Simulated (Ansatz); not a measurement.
# SiH2Se2: one species, many methods

The task here is to estimate one member of a computed series from the others.

Program: Ansatz 0.2.0, Gaussian basis. Level of theory: functionals in def2-TZVPP, the program's frozen cores in correlated methods. These are calculated values, not measurements.

Levels to be run: LDA (SPW92), PBE-D4, revPBE-D4, BLYP-D4, r2SCAN-D4, B97M-V, PBE0-D4, B3LYP-D4, r2SCANh-D4, r2SCAN0-D4, HSE06-D4, BHLYP-D4, CAM-B3LYP-D4, LC-ωPBE, ωB97X-V, ωB97M-V, B2PLYP, PBE-QIDH; CCSD(T)/def2-SVP; CCSD(T)/def2-TZVPP; MP2/def2-QZVPP; extrapolation to the limit; RPA on PBE.

## The geometry

The geometry comes from an earlier relaxation with PBE0-D4 in a triple-zeta def2 set; it is a stationary point.

SMILES `[SiH2]1[Se][Se]1`, 5 atoms, charge 0, spin multiplicity 1.

Atoms are counted from 1 here; the program's logs count them from 0.

Bond lengths: Si1–Se2 2.240 Å, Si1–Se3 2.240 Å, Si1–H4 1.478 Å, Si1–H5 1.478 Å, Se2–Se3 2.424 Å. Angles: Se2–Si1–Se3 65.5°, Se2–Si1–H4 117.6°, Se2–Si1–H5 117.6°, Se3–Si1–H4 117.6°, Se3–Si1–H5 117.6°, H4–Si1–H5 113.0°, Si1–Se2–Se3 57.2°, Si1–Se3–Se2 57.3°.

The first run:

File in.yaml:

```yaml
crystal:
  periodic: [false, false, false]
  atoms:
    - {symbol: Si, position_ang: [-0.285741, 0.210091, -0.219619]}
    - {symbol: Se, position_ang: [0.766564, -0.161611, 1.722697]}
    - {symbol: Se, position_ang: [1.269123, -1.400540, -0.298850]}
    - {symbol: H, position_ang: [-1.702623, -0.198689, -0.321312]}
    - {symbol: H, position_ang: [0.002477, 1.477049, -0.924415]}
basis:
  gaussian: {orbitals: def2-TZVPP}
hamiltonian: {xc: lda}
output: {orbitals: {seedname: orbitals}}
```

Steps of the session up to this table: LDA; PBE-D4 (GGA); revPBE-D4 (GGA); BLYP-D4 (GGA); r2SCAN-D4 (meta-GGA); B97M-V (meta-GGA); PBE0-D4 (hybrid); B3LYP-D4 (hybrid); r2SCANh-D4 (hybrid); r2SCAN0-D4 (hybrid); HSE06-D4 (hybrid); BHLYP-D4 (hybrid); CAM-B3LYP-D4 (range-separated); LC-ωPBE (range-separated); ωB97X-V (range-separated); ωB97M-V (range-separated); B2PLYP (double hybrid); PBE-QIDH (double hybrid).

One of the session's tables, all rows but one given; the rest of the session is left out.

It belongs to the step «Frontier levels by functional». 

| functional | HOMO (eV) | LUMO (eV) | gap (eV) |
| --- | --- | --- | --- |
| LDA (SPW92) | -5.28 | -3.35 | 1.94 |
| PBE-D4 | -5.14 | -3.12 | 2.02 |
| revPBE-D4 | -5.09 | -3.04 | 2.05 |
| BLYP-D4 | -4.95 | -2.99 | 1.96 |
| r2SCAN-D4 | -5.38 | -3.04 | 2.34 |
| B97M-V | ? | ? | ? |
| PBE0-D4 | -6.23 | -2.28 | 3.96 |
| B3LYP-D4 | -5.99 | -2.49 | 3.50 |
| r2SCANh-D4 | -5.78 | -2.72 | 3.06 |
| r2SCAN0-D4 | -6.39 | -2.25 | 4.14 |
| HSE06-D4 | -5.84 | -2.66 | 3.19 |
| BHLYP-D4 | -7.15 | -1.34 | 5.82 |
| CAM-B3LYP-D4 | -7.45 | -1.22 | 6.23 |
| LC-ωPBE | -8.79 | -0.11 | 8.68 |
| ωB97X-V | -8.45 | -0.20 | 8.25 |
| ωB97M-V | -8.32 | -0.31 | 8.01 |

**Question.** Estimate the row for B97M-V.

The run gave: HOMO (eV): -5.48; LUMO (eV): -2.86; gap (eV): 2.62. In the column «HOMO (eV)» it lies between r2SCANh-D4 (-5.78) and r2SCAN-D4 (-5.38).
